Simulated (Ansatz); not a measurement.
**FGeH₅O₂Si: one species, many methods**

Aim: compute FGeH₅O₂Si with functionals from several rungs and with coupled cluster. The yardstick is the atomisation energy at the CCSD(T) limit.

The runs use Ansatz 0.2.0, Gaussian basis; functionals in def2-TZVPP, the program's frozen cores in correlated methods.

Plan: PBE-D4, r2SCAN-D4, PBE0-D4, B3LYP-D4, ωB97X-V, ωB97M-V, B2PLYP; CCSD(T)/def2-TZVPP; MP2/def2-QZVPP; extrapolation to the limit.

**1. Structure used throughout**

An earlier PBE0-D4 in a triple-zeta def2 set relaxation fixed the geometry.

SMILES `O[SiH](F)[O][GeH3]`, 10 atoms, charge 0, spin multiplicity 1.

Atoms are counted from 1 here; the program's logs count them from 0.

Bond lengths: O1–Si2 1.633 Å, O1–H6 0.958 Å, Si2–F3 1.596 Å, Si2–O4 1.604 Å, Si2–H7 1.472 Å, O4–Ge5 1.786 Å, Ge5–H8 1.535 Å, Ge5–H9 1.534 Å, Ge5–H10 1.532 Å. Angles: Si2–O1–H6 118.8°, O1–Si2–F3 108.1°, O1–Si2–O4 108.1°, O1–Si2–H7 113.2°, F3–Si2–O4 111.1°, F3–Si2–H7 106.4°, O4–Si2–H7 109.9°, Si2–O4–Ge5 134.5°, O4–Ge5–H8 108.6°, O4–Ge5–H9 107.7°, O4–Ge5–H10 104.8°, H8–Ge5–H9 111.7°, H8–Ge5–H10 111.8°, H9–Ge5–H10 111.8°.

**2. PBE-D4 (GGA)**

The input, in.yaml:

```yaml
crystal:
  periodic: [false, false, false]
  atoms:
    - {symbol: O, position_ang: [-1.848404, 0.269520, 0.142446]}
    - {symbol: Si, position_ang: [-0.525626, 1.034484, 0.717877]}
    - {symbol: F, position_ang: [-0.319919, 2.371966, -0.127620]}
    - {symbol: O, position_ang: [0.729953, 0.049287, 0.556027]}
    - {symbol: Ge, position_ang: [1.174007, -1.232440, -0.606067]}
    - {symbol: H, position_ang: [-2.625410, 0.788098, -0.069042]}
    - {symbol: H, position_ang: [-0.660836, 1.448461, 2.123570]}
    - {symbol: H, position_ang: [0.789263, -0.769360, -2.018056]}
    - {symbol: H, position_ang: [0.421966, -2.506800, -0.202698]}
    - {symbol: H, position_ang: [2.690207, -1.392617, -0.453039]}
basis:
  gaussian: {orbitals: def2-TZVPP}
hamiltonian: {xc: pbe, dispersion: d4}
output: {forces: true, orbitals: {seedname: orbitals}}
```

The run is started by

```bash
ansatz run in.yaml --threads 4 --pin off --events-out ev --progress --plain --max-ram 10444MiB
```

The log of the run, shortened:

```text
Functional definition: PBE
  name "PBE"
  cite "Perdew, Burke & Ernzerhof, Phys. Rev. Lett. 77, 3865 (1996) doi:10.1103/PhysRevLett.77.3865"
  parent pbe
[...]
1399 factors; their error is unknown
[...]
mean field -71276.86821174 eV, -2619.3765935851 hartree, gradient 2.4e-5 eV, S^2 0.000000; 0 other end points of the search recorded, 0 dependent functions left out
[...]
reference -71276.86825699 eV, -2619.3765952479 hartree; 38, 38 occupied and 215, 215 virtual orbitals, 1399 factors
Total energy: -71277.08646716 eV, -2619.3846143237 hartree
Atom 0 at    -1.848404     0.269520     0.142446 Å, force    -0.098171    -0.519448    -0.077415 eV/Å
Atom 1 at    -0.525626     1.034484     0.717877 Å, force    -0.134583     0.065972     0.345546 eV/Å
Atom 2 at    -0.319919     2.371966    -0.127620 Å, force     0.104947     0.572649    -0.326914 eV/Å
Atom 3 at     0.729953     0.049287     0.556027 Å, force     0.363397    -0.014937     0.322765 eV/Å
Atom 4 at     1.174007    -1.232440    -0.606067 Å, force     0.084057    -0.259820    -0.250121 eV/Å
Atom 5 at    -2.625410     0.788098    -0.069042 Å, force    -0.369124     0.231441    -0.099135 eV/Å
Atom 6 at    -0.660836     1.448461     2.123570 Å, force     0.010040     0.036053     0.180918 eV/Å
Atom 7 at     0.789263    -0.769360    -2.018056 Å, force    -0.040551     0.045676    -0.161255 eV/Å
Atom 8 at     0.421966    -2.506800    -0.202698 Å, force    -0.083564    -0.144215     0.043804 eV/Å
Atom 9 at     2.690207    -1.392617    -0.453039 Å, force     0.163552    -0.013371     0.021809 eV/Å
Dipole moment:    -0.153836    -0.202350    -0.119281 e Å
```

Run time: 3.5 s. Hardware: 4 threads of Arm Neoverse V1, shared host; peak memory 0.35 GiB.

With the free atoms at this level, -71239.714 eV in sum, the atomisation energy is 3605.9 kJ/mol. HOMO -7.54 eV, LUMO -0.79 eV.

**3. r2SCAN-D4 (meta-GGA)**

in.yaml: that of step 2 with these lines changed.

```diff
@@ -15,3 +15,3 @@
   gaussian: {orbitals: def2-TZVPP}
-hamiltonian: {xc: pbe, dispersion: d4}
+hamiltonian: {xc: r2scan, dispersion: d4}
 output: {forces: true, orbitals: {seedname: orbitals}}
```

Same command.

The log of the run, shortened:

```text
Functional definition: r2SCAN
  name "r2SCAN"
  cite "Furness, Kaplan, Ning, Perdew & Sun, J. Phys. Chem. Lett. 11, 8208 (2020) doi:10.1021/acs.jpclett.0c02405"
  cite "Furness, Kaplan, Ning, Perdew & Sun, J. Phys. Chem. Lett. 11, 9248 (2020) doi:10.1021/acs.jpclett.0c03077"
  parent r2scan
[...]
1399 factors; their error is unknown
[...]
mean field -71292.84125639 eV, -2619.9635921491 hartree, gradient 5.8e-5 eV, S^2 0.000000; 0 other end points of the search recorded, 0 dependent functions left out
[...]
reference -71292.84126911 eV, -2619.9635926165 hartree; 38, 38 occupied and 215, 215 virtual orbitals, 1399 factors
Total energy: -71292.89406631 eV, -2619.9655328778 hartree
Atom 0 at    -1.848404     0.269520     0.142446 Å, force    -0.016094    -0.052479    -0.013498 eV/Å
Atom 1 at    -0.525626     1.034484     0.717877 Å, force    -0.040183     0.042062     0.057690 eV/Å
Atom 2 at    -0.319919     2.371966    -0.127620 Å, force     0.017381     0.044217    -0.023900 eV/Å
Atom 3 at     0.729953     0.049287     0.556027 Å, force     0.068833    -0.026415     0.031029 eV/Å
Atom 4 at     1.174007    -1.232440    -0.606067 Å, force     0.015137    -0.051979    -0.049073 eV/Å
Atom 5 at    -2.625410     0.788098    -0.069042 Å, force    -0.026973     0.011574    -0.005628 eV/Å
Atom 6 at    -0.660836     1.448461     2.123570 Å, force     0.013083    -0.015940    -0.031578 eV/Å
Atom 7 at     0.789263    -0.769360    -2.018056 Å, force     0.012393    -0.014890     0.055070 eV/Å
Atom 8 at     0.421966    -2.506800    -0.202698 Å, force     0.027878     0.054124    -0.015336 eV/Å
Atom 9 at     2.690207    -1.392617    -0.453039 Å, force    -0.071455     0.009726    -0.004776 eV/Å
Dipole moment:    -0.156865    -0.204691    -0.121459 e Å
```

Wall time 7.5 s (4 threads of Arm Neoverse V1, shared host); peak memory 0.38 GiB.

With the free atoms at this level, -71255.440 eV in sum, the atomisation energy is 3613.8 kJ/mol. HOMO -7.91 eV, LUMO -0.43 eV.

**4. PBE0-D4 (hybrid)**

in.yaml: that of step 3 with these lines changed.

```diff
@@ -15,3 +15,3 @@
   gaussian: {orbitals: def2-TZVPP}
-hamiltonian: {xc: r2scan, dispersion: d4}
-output: {forces: true, orbitals: {seedname: orbitals}}
+hamiltonian: {xc: pbe0, dispersion: d4}
+output: {orbitals: {seedname: orbitals}}
```

Same command.

The log of the run:

```text
Functional definition: PBE0
  name "PBE0"
  cite "Adamo & Barone, J. Chem. Phys. 110, 6158 (1999) doi:10.1063/1.478522"
  cite "Perdew, Burke & Ernzerhof, Phys. Rev. Lett. 77, 3865 (1996) doi:10.1103/PhysRevLett.77.3865"
  parent pbe
  parameter a = 0.25
  parameter kappa = 0.804
  parameter beta = 0.06672455060314922
  exchange = (1 - a)*pbe_x(kappa = kappa, mu = beta*pi^2/3) + a*exact_x
  correlation = pbe_c(beta = beta)
1445 factors; their error is unknown
mean field evaluation 1: about -71270.1595 eV, gradient 7.8e1 eV
mean field evaluation 2: about -71254.2279 eV, gradient 1.2e2 eV
mean field evaluation 4: about -71278.8929 eV, gradient 7.3e0 eV
mean field evaluation 8: about -71279.2749 eV, gradient 2.2e-1 eV
mean field evaluation 16: about -71279.2750 eV, gradient 2.4e-5 eV
mean field -71279.27497707 eV, -2619.4650405795 hartree, gradient 2.4e-5 eV, S^2 0.000000; 0 other end points of the search recorded, 0 dependent functions left out
reference -71279.27501050 eV, -2619.4650418078 hartree; 38, 38 occupied and 215, 215 virtual orbitals, 1445 factors
Total energy: -71279.46023503 eV, -2619.4718486841 hartree
```

Run time: 5.5 s. Hardware: 4 threads of Arm Neoverse V1, shared host; peak memory 0.74 GiB.

With the free atoms at this level, -71242.762 eV in sum, the atomisation energy is 3540.9 kJ/mol. HOMO -9.05 eV, LUMO 0.11 eV.

**5. B3LYP-D4 (hybrid)**

B3LYP here takes the VWN-RPA correlation.

in.yaml: that of step 4 with these lines changed.

```diff
@@ -15,3 +15,3 @@
   gaussian: {orbitals: def2-TZVPP}
-hamiltonian: {xc: pbe0, dispersion: d4}
-output: {orbitals: {seedname: orbitals}}
+hamiltonian: {xc: {name: B3LYP}, dispersion: d4}
+output: {forces: true, orbitals: {seedname: orbitals}}
```

Launched as before.

The log of the run, shortened:

```text
Functional definition: B3LYP
  name "B3LYP"
  cite "Stephens, Devlin, Chabalowski & Frisch, J. Phys. Chem. 98, 11623 (1994) doi:10.1021/j100096a001"
  cite "Becke, Phys. Rev. A 38, 3098 (1988) doi:10.1103/PhysRevA.38.3098"
  cite "Lee, Yang & Parr, Phys. Rev. B 37, 785 (1988) doi:10.1103/PhysRevB.37.785"
  cite "Vosko, Wilk & Nusair, Can. J. Phys. 58, 1200 (1980) doi:10.1139/p80-159"
[...]
1433 factors; their error is unknown
[...]
mean field -71298.77494170 eV, -2620.1816510622 hartree, gradient 5.2e-5 eV, S^2 0.000000; 0 other end points of the search recorded, 0 dependent functions left out
[...]
reference -71298.77522798 eV, -2620.1816615828 hartree; 38, 38 occupied and 215, 215 virtual orbitals, 1433 factors
Total energy: -71299.12856695 eV, -2620.1946465504 hartree
Atom 0 at    -1.848404     0.269520     0.142446 Å, force    -0.117128    -0.045787    -0.044846 eV/Å
Atom 1 at    -0.525626     1.034484     0.717877 Å, force     0.005230     0.047454     0.321507 eV/Å
Atom 2 at    -0.319919     2.371966    -0.127620 Å, force     0.031242     0.180021    -0.112727 eV/Å
Atom 3 at     0.729953     0.049287     0.556027 Å, force     0.023294     0.088739     0.121710 eV/Å
Atom 4 at     1.174007    -1.232440    -0.606067 Å, force     0.112457    -0.215556    -0.168389 eV/Å
Atom 5 at    -2.625410     0.788098    -0.069042 Å, force    -0.057902    -0.021385    -0.021810 eV/Å
Atom 6 at    -0.660836     1.448461     2.123570 Å, force     0.005280    -0.026549    -0.087969 eV/Å
Atom 7 at     0.789263    -0.769360    -2.018056 Å, force    -0.002068    -0.000015    -0.003664 eV/Å
Atom 8 at     0.421966    -2.506800    -0.202698 Å, force    -0.002957    -0.004011    -0.001473 eV/Å
Atom 9 at     2.690207    -1.392617    -0.453039 Å, force     0.002552    -0.002910    -0.002339 eV/Å
Dipole moment:    -0.155987    -0.208976    -0.115804 e Å
```

Wall time 8 s (4 threads of Arm Neoverse V1, shared host); peak memory 0.78 GiB.

Atomisation energy: 3581.1 kJ/mol (free atoms -71262.014 eV, run apart). HOMO -8.81 eV, LUMO -0.15 eV.

**6. ωB97X-V (range-separated)**

in.yaml: that of step 5 with these lines changed.

```diff
@@ -15,3 +15,3 @@
   gaussian: {orbitals: def2-TZVPP}
-hamiltonian: {xc: {name: B3LYP}, dispersion: d4}
-output: {forces: true, orbitals: {seedname: orbitals}}
+hamiltonian: {xc: {name: wB97X-V}}
+output: {orbitals: {seedname: orbitals}}
```

Launched as before.

The log of the run, shortened:

```text
Functional definition: wB97X-V
  name "wB97X-V"
  cite "Mardirossian & Head-Gordon, Phys. Chem. Chem. Phys. 16, 9904 (2014) doi:10.1039/C3CP54374A"
  cite "Becke, J. Chem. Phys. 107, 8554 (1997) doi:10.1063/1.475007"
  cite "Vydrov & Van Voorhis, J. Chem. Phys. 133, 244103 (2010) doi:10.1063/1.3521275"
[...]
      + integral(e_c_pw_opposite_spin*poly(b97_u_opposite, cos0, cos1)) + vv10(b, c)
1433 factors; their error is unknown
298 factors; integrals over basis functions are off by at most 7.8e-6 eV
[...]
mean field -71288.15899666 eV, -2619.7915222778 hartree, gradient 1.7e-5 eV, S^2 0.000000; 0 other end points of the search recorded, 0 dependent functions left out
reference -71288.15899453 eV, -2619.7915221993 hartree; 38, 38 occupied and 215, 215 virtual orbitals, 1433 factors
Total energy: -71288.15899453 eV, -2619.7915221993 hartree
```

Wall time 12 s (4 threads of Arm Neoverse V1, shared host); peak memory 0.9 GiB.

Atomisation energy: 3628.5 kJ/mol (free atoms -71250.552 eV, run apart). HOMO -11.49 eV, LUMO 2.16 eV.

**7. ωB97M-V (range-separated)**

in.yaml: that of step 6 with these lines changed.

```diff
@@ -15,3 +15,3 @@
   gaussian: {orbitals: def2-TZVPP}
-hamiltonian: {xc: {name: wB97X-V}}
-output: {orbitals: {seedname: orbitals}}
+hamiltonian: {xc: {name: wB97M-V}}
+output: {forces: true, orbitals: {seedname: orbitals}}
```

The command is unchanged.

The log of the run, shortened:

```text
Functional definition: wB97M-V
  name "wB97M-V"
  cite "Mardirossian & Head-Gordon, J. Chem. Phys. 144, 214110 (2016) doi:10.1063/1.4952647"
  cite "Becke, J. Chem. Phys. 107, 8554 (1997) doi:10.1063/1.475007"
  cite "Vydrov & Van Voorhis, J. Chem. Phys. 133, 244103 (2010) doi:10.1063/1.3521275"
  # Of w^i u^j: cxij and so on, Table III.
[...]
  gx(w, u) = 1 - cx + cx01*u + cx10*w
  gss(w, u) = css00 + css04*u^4 + css10*w + css20*w^2 + css43*w^4*u^3
  gos(w, u) = cos00 + cos10*w + (cos20 + cos21*u)*w^2 + (cos60 + cos61*u)*w^6
[...]
      + integral(e_c_pw_mod_opposite_spin*gos(b97_w_opposite, b97_u_opposite)) + vv10(b, c)
1430 factors; their error is unknown
298 factors; integrals over basis functions are off by at most 7.8e-6 eV
[...]
Atom 0 at    -1.848404     0.269520     0.142446 Å, force    -0.110824    -0.024126    -0.052611 eV/Å
Atom 1 at    -0.525626     1.034484     0.717877 Å, force     0.013430     0.041452     0.321615 eV/Å
Atom 2 at    -0.319919     2.371966    -0.127620 Å, force     0.015423     0.115149    -0.078961 eV/Å
Atom 3 at     0.729953     0.049287     0.556027 Å, force     0.045611    -0.000796     0.029595 eV/Å
Atom 4 at     1.174007    -1.232440    -0.606067 Å, force     0.060577    -0.140662    -0.111972 eV/Å
Atom 5 at    -2.625410     0.788098    -0.069042 Å, force     0.013188    -0.031752    -0.000220 eV/Å
Atom 6 at    -0.660836     1.448461     2.123570 Å, force     0.008744    -0.047468    -0.174506 eV/Å
Atom 7 at     0.789263    -0.769360    -2.018056 Å, force     0.023936    -0.029382     0.113577 eV/Å
Atom 8 at     0.421966    -2.506800    -0.202698 Å, force     0.055479     0.105587    -0.031531 eV/Å
Atom 9 at     2.690207    -1.392617    -0.453039 Å, force    -0.125562     0.012000    -0.014985 eV/Å
Dipole moment:    -0.154658    -0.212265    -0.126070 e Å
```

Run time: 18 s. Hardware: 4 threads of Arm Neoverse V1, shared host; peak memory 1 GiB.

Atomisation energy: 3609.0 kJ/mol (free atoms -71253.792 eV, run apart). HOMO -11.36 eV, LUMO 1.89 eV.

**8. B2PLYP (double hybrid)**

in.yaml: that of step 7 with these lines changed.

```diff
@@ -15,3 +15,2 @@
   gaussian: {orbitals: def2-TZVPP}
-hamiltonian: {xc: {name: wB97M-V}}
-output: {forces: true, orbitals: {seedname: orbitals}}
+hamiltonian: {xc: {name: B2PLYP}}
```

Launched as before.

The log of the run, shortened:

```text
Functional definition: B2PLYP
  name "B2PLYP"
  cite "Grimme, J. Chem. Phys. 124, 034108 (2006) doi:10.1063/1.2148954"
  cite "Becke, Phys. Rev. A 38, 3098 (1988) doi:10.1103/PhysRevA.38.3098"
  cite "Lee, Yang & Parr, Phys. Rev. B 37, 785 (1988) doi:10.1103/PhysRevB.37.785"
[...]
1553 factors; integrals over basis functions are off by at most 1.2e-3 eV
[...]
mean field -71269.94119115 eV, -2619.1220302735 hartree, gradient 6.0e-6 eV, S^2 0.000000; 0 other end points of the search recorded, 0 dependent functions left out
17 core orbitals not correlated: weight in the atoms' cores, before any rotation towards them, 1.000 or more for the frozen orbitals, at most 0.000 for the correlated occupied ones
reference -71269.94137087 eV, -2619.1220368782 hartree; 21, 21 occupied and 215, 215 virtual orbitals, 1553 factors
second order -35.94926289 eV of doubles, -0.00000000 eV of singles
Total energy: -71279.64767185 eV, -2619.4787368601 hartree
```

Run time: 8.5 s. Hardware: 4 threads of Arm Neoverse V1, shared host; peak memory 0.7 GiB.

With the free atoms at this level, -71242.652 eV in sum, the atomisation energy is 3569.5 kJ/mol.

**9. Orbital energies across the functionals**

Dipoles come from the runs that computed forces. Levels, from each run's orbital file:

| functional | HOMO (eV) | LUMO (eV) | gap (eV) | dipole (D) |
| --- | --- | --- | --- | --- |
| PBE-D4 | -7.54 | -0.79 | 6.75 | 1.35 |
| r2SCAN-D4 | -7.91 | -0.43 | 7.48 | 1.37 |
| PBE0-D4 | -9.05 | 0.11 | 9.15 |  |
| B3LYP-D4 | -8.81 | -0.15 | 8.66 | 1.37 |
| ωB97X-V | -11.49 | 2.16 | 13.66 |  |
| ωB97M-V | -11.36 | 1.89 | 13.25 | 1.40 |

**10. CCSD(T) in def2-TZVPP**

in.yaml: that of step 8 with these lines changed.

```diff
@@ -15,2 +15,2 @@
   gaussian: {orbitals: def2-TZVPP}
-hamiltonian: {xc: {name: B2PLYP}}
+correlation: {method: ccsd_t}
```

The command is unchanged.

The log of the run, shortened:

```text
Functional definition: HF
  name "HF"
  cite "Fock, Z. Phys. 61, 126 (1930) doi:10.1007/BF01340294"
  parent pbe
[...]
1553 factors; integrals over basis functions are off by at most 1.2e-3 eV
[...]
mean field -71204.38782035 eV, -2616.7129883304 hartree, gradient 3.7e-6 eV, S^2 0.000000; 0 other end points of the search recorded, 0 dependent functions left out
17 core orbitals not correlated: weight in the atoms' cores, before any rotation towards them, 1.000 or more for the frozen orbitals, at most 0.000 for the correlated occupied ones
reference -71204.38782035 eV, -2616.7129883304 hartree; 21, 21 occupied and 215, 215 virtual orbitals, 1553 factors
second order -29.93810804 eV of doubles, -0.00000000 eV of singles
cycle   1  -29.64721697 eV  change    2.9e-1 eV  update   1.2e-1
[...]
cycle   9  -30.53018655 eV  change   -9.0e-6 eV  update   1.6e-5
perturbative correction -0.99887153 eV, -0.0367078517 hartree
Total energy: -71235.91687844 eV, -2617.8716598438 hartree
```

It took 5.4 min on 4 threads of Arm Neoverse V1, shared host; peak memory 5.8 GiB.

**11. MP2 in def2-QZVPP**

in.yaml: that of step 10 with these lines changed.

```diff
@@ -14,3 +14,3 @@
 basis:
-  gaussian: {orbitals: def2-TZVPP}
-correlation: {method: ccsd_t}
+  gaussian: {orbitals: "def2-QZVPP.json"}
+correlation: {method: mp2}
```

Same command.

The log of the run:

```text
Functional definition: HF
  name "HF"
  cite "Fock, Z. Phys. 61, 126 (1930) doi:10.1007/BF01340294"
  parent pbe
  exchange = exact_x
  correlation = 0
2978 factors; integrals over basis functions are off by at most 9.3e-4 eV
mean field evaluation 1: about -71200.7085 eV, gradient 5.5e1 eV
mean field evaluation 2: about -71200.8484 eV, gradient 5.5e1 eV
mean field evaluation 4: about -71206.1042 eV, gradient 3.6e0 eV
mean field evaluation 8: about -71206.1558 eV, gradient 2.6e-1 eV
mean field evaluation 16: about -71206.1560 eV, gradient 1.0e-6 eV
mean field -71206.15602352 eV, -2616.7779685984 hartree, gradient 1.0e-6 eV, S^2 0.000000; 0 other end points of the search recorded, 0 dependent functions left out
17 core orbitals not correlated: weight in the atoms' cores, before any rotation towards them, 1.000 or more for the frozen orbitals, at most 0.000 for the correlated occupied ones
reference -71206.15602352 eV, -2616.7779685984 hartree; 21, 21 occupied and 442, 442 virtual orbitals, 2978 factors
second order -39.10140525 eV of doubles, -0.00000000 eV of singles
Total energy: -71245.25742877 eV, -2618.2149187373 hartree
```

Wall time 27 s (4 threads of Arm Neoverse V1, shared host); peak memory 2.9 GiB.

The pieces so far (eV):

| basis | HF | MP2 correlation | CCSD correlation | (T) | total |
| --- | --- | --- | --- | --- | --- |
| def2-TZVPP | -71204.3878 | -29.9381 | -30.5302 | -0.9989 | -71235.9169 |
| def2-QZVPP | -71206.1560 | -39.1014 |  |  | -71245.2574 (MP2) |

The report of the def2-TZVPP run gives T1 = 0.0119.

**12. Extrapolating to the complete basis**

No new run: Hartree-Fock is extrapolated as exp(−7.88√X) and correlation as X^−2.97, with X = 3 and 4; only MP2 was run in the larger set, so CCSD(T) minus MP2 is added from the smaller one.

| level | energy at the limit (eV) |
| --- | --- |
| HF | -71206.3996 |
| MP2 | -71252.2886 |
| CCSD | -71252.8807 |
| CCSD(T) | -71253.8796 |

This is no true limit for total energies: MP2 correlation changes by a factor of 1.31 from triple to quadruple zeta (about 1.07 in light molecules), because outer-core shells are correlated in sets not made for them. Much of that cancels between molecule and atoms or ions.

**13. The ladder**

Free atoms (2 O, 1 Si, 1 F, 1 Ge, 5 H) were run apart at each level; the atomisation energy is their sum less the molecule, without zero-point or spin-orbit terms.

Differences are taken before rounding.

| method | rung | atomisation energy (kJ/mol) | from CCSD(T)/CBS (kJ/mol) | time |
| --- | --- | --- | --- | --- |
| PBE-D4 | GGA | 3605.9 | -38.6 | 3.5 s |
| r2SCAN-D4 | meta-GGA | 3613.8 | -30.7 | 7.5 s |
| PBE0-D4 | hybrid | 3540.9 | -103.6 | 5.5 s |
| B3LYP-D4 | hybrid | 3581.1 | -63.5 | 8 s |
| ωB97X-V | range-separated | 3628.5 | -16.0 | 12 s |
| ωB97M-V | range-separated | 3609.0 | -35.5 | 18 s |
| B2PLYP | double hybrid | 3569.5 | -75.0 | 8.5 s |
| HF/def2-TZVPP | wavefunction | 2623.0 | -1021.5 |  |
| MP2/def2-TZVPP | wavefunction | 3623.1 | -21.5 |  |
| CCSD/def2-TZVPP | wavefunction | 3495.7 | -148.8 |  |
| CCSD(T)/def2-TZVPP | wavefunction | 3544.9 | -99.6 | 5.4 min |
| MP2/CBS | wavefunction | 3722.7 | +78.1 |  |
| CCSD(T)/CBS | wavefunction | 3644.5 | 0 | 5.9 min |

Among the levels timed on like hardware and quicker than the yardstick, those that no quicker one beats, quickest first: PBE-D4 (3.5 s, -38.6 kJ/mol); r2SCAN-D4 (7.5 s, -30.7 kJ/mol); ωB97X-V (12 s, -16.0 kJ/mol).

B2PLYP carry no dispersion term (for B3LYP, D4 adds 34.1 kJ/mol).

Times are those of the molecule's run; HF, MP2 and CCSD come out of the CCSD(T) runs, and the limit's time is the sum of the runs that it needs.

**14. Outcome**

| quantity | value |
| --- | --- |
| atomisation energy, CCSD(T)/CBS | 3644.5 kJ/mol |
| functionals within 36.4 kJ/mol (1.0 %) | r2SCAN-D4, ωB97X-V, ωB97M-V |
| farthest | PBE0-D4 (-103.6 kJ/mol) |
| mean size of error, hybrid | 83.6 kJ/mol |
| mean size of error, range-separated | 25.8 kJ/mol |
| gap, smallest and largest | 6.75 eV (PBE-D4), 13.66 eV (ωB97X-V) |
| T1 diagnostic | 0.0119 |
| triples share of the correlation energy | 3.2 % |

What this shows: PBE-D4 is off by -38.6 kJ/mol. Double hybrids carry the basis error of their MP2 part in triple zeta, and no dispersion term here, so their miss is partly the set-up's. The reference freezes the cores and leaves out relativity and excitations past (T), and its outer-core shells are covered unevenly, so misses under about 36.4 kJ/mol can't be ranked. Hartree-Fock recovers 72 % of the binding; the rest is correlation. The gap grows from 6.7 to 13.7 eV across the functionals, mostly with the share of exact exchange. Correlated methods include outer-core shells of Ge, which these sets cover unevenly.

For cost: ωB97X-V gets within 16.0 kJ/mol in 12 s, where CCSD(T)/CBS took 5.9 min; the quickest level in the cost chart, PBE-D4, takes 3.5 s and misses by 38.6 kJ/mol.
